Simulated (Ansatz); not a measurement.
# MnS: the cost of one run

Computed with Ansatz 0.2.0 (DFT r2SCAN, scalar-relativistic, plane waves, PAW, unless a step's input says otherwise).

## Step 1: The system as given

Symmetry: F-43m, No. 216, cubic system. Conventional cell: a = 5.600 Å, b = 5.600 Å, c = 5.600 Å, α = 90.00°, β = 90.00°, γ = 90.00°. Mn (site symmetry -43m) has 4 S at 2.42 Å in its first shell of neighbours. Around S (site symmetry -43m) lie 4 Mn at 2.42 Å.

Structure file:

```
Mn S
1.0
     0.00000    2.80000    2.80000
     2.80000    0.00000    2.80000
     2.80000    2.80000    0.00000
Mn S
1 1
Cartesian
  0.0000 0.0000 0.0000
  4.2000 4.2000 4.2000
```

The structure comes from the Crystallography Open Database.

## Step 2: Probe: one point at the start

Contents of input.yaml:

```yaml
crystal:
  lattice:
    - [0.0, 2.8, 2.8]
    - [2.8, 0.0, 2.8]
    - [2.8, 2.8, 0.0]
  atoms:
    - { symbol: Mn, position: [0.0, 0.0, 0.0], spin: 4.0 }
    - { symbol: S, position: [0.75, 0.75, 0.75] }
basis:
  ecutwfc: 500
kpoints:
  mp_grid: { grid: [6, 6, 6] }
hamiltonian:
  xc: r2scan
scf:
  occupations: { method: gaussian, width: 0.1 }
  lower_state_search: "off"
output:
  forces: true
  stress: true
  eigenvalues: true
  populations: true
magnetization:
  spin_polarized: true
```

Launch:

```console
> ansatz run input.yaml --threads 1 --pin off --max-ram 2560MiB --backend cpu --events-out ev --progress --plain --runs-dir out
```

**Question.** How long does this run take on 1 thread of Arm Neoverse V1, shared host, and how much memory does it need?

About 12 s, with a peak of 0.41 GiB.
